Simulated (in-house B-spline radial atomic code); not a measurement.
# Fe¹⁵⁺: ionisation energy by several methods

One table from this session's results is given with a row withheld; the runs are named, their logs left out.

The numbers are computed with in-house B-spline radial atomic code version 1 (scalar-relativistic (X2C), several functionals, spin-polarised; spherical all-electron atom at the radial basis limit), except any that are marked as measured or tabulated.

### The atom as given

```
element       : iron (Z = 26)
charge        : +15
electrons     : 11
configuration : [Ne] 3s1
nucleus       : Fermi, rms radius 3.738 fm
```

Outer shells as boxes (Hund's rule):

[Ne] 3s1
```
[Ne] core
3s [↑ ]
```

Where spins are not typed, each open shell is filled with up spins first.

Set-up of the first run:

Input settings:

```ini
Z = 26
electrons = 11.0
configuration = [Ne] 3s1
hamiltonian = x2c
method = r2scan0
spin_polarised = True
nucleus = fermi
rms_radius = 3.7377
mass_number = 56
atomic_mass = 55.934935537
speed_of_light = 137.035999084
```

Among the steps run: r2SCAN0; OLYP; AM05; ωB97X; RPBE; BHandHLYP; r2SCAN.

One table of the session follows, with a row left open; its other results are not shown here.

```
   method  ΔSCF (eV)
     OLYP          ?
     AM05     489.86
     RPBE     491.05
   r2SCAN     488.99
  r2SCAN0     489.14
BHandHLYP     490.99
    ωB97X     487.36
```

Estimate the missing values for OLYP.

**Answer.** ΔSCF (eV): 491.01. In the column «ΔSCF (eV)» it lies between BHandHLYP (490.99) and RPBE (491.05).
